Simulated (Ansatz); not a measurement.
**GaGe under changes of volume**

One of the cells (24.335 Å³/atom); the others are scaled copies at fixed shape and fractional positions:

```
Ge Ga
1.0
     0.00000    2.89784    2.89784
     2.89784    0.00000    2.89784
     2.89784    2.89784    0.00000
Ge Ga
1 1
Direct
  0.00000 0.00000 0.00000
  0.25000 0.25000 0.25000
```

The cell comes from a database or a generator and needn't be the stable form of this composition.

```yaml
Program: Ansatz 0.2.0
Functional: PBE
Potentials_or_basis: all-electron LAPW, scalar-relativistic
Cutoff: 325 eV (chosen from the basis error)
Basis_error_allowed: 0.0005 eV/atom
k_mesh: 8 × 8 × 8
Occupations: fermi-dirac, width 0.05 eV
Spin: no spin polarisation
```

```csv
volume (Å³/atom),energy over the lowest point (meV/atom),pressure (GPa)
22.875,17.38,3.8
23.361,7.91,2.5
23.848,2.26,1.3
24.335,0.00,0.2
24.821,?,?
25.308,4.21,-1.5
25.795,10.06,-2.3
```

What does the run at 24.821 Å³/atom give?

Energy over the lowest point 0.76 meV/atom; pressure -0.7 GPa.

Worked out: A Birch-Murnaghan fit of order 3 (a polynomial in V^(-2/3)) to the other rows has its minimum at 24.45 Å³/atom with B0 = V·E''(V) = 49 GPa and B' = 4.9. It gives 0.76 meV/atom at 24.821 Å³/atom, against the run's 0.76, and -dE/dV = -0.7 GPa, against -0.7.

Energies are extrapolated to zero smearing.
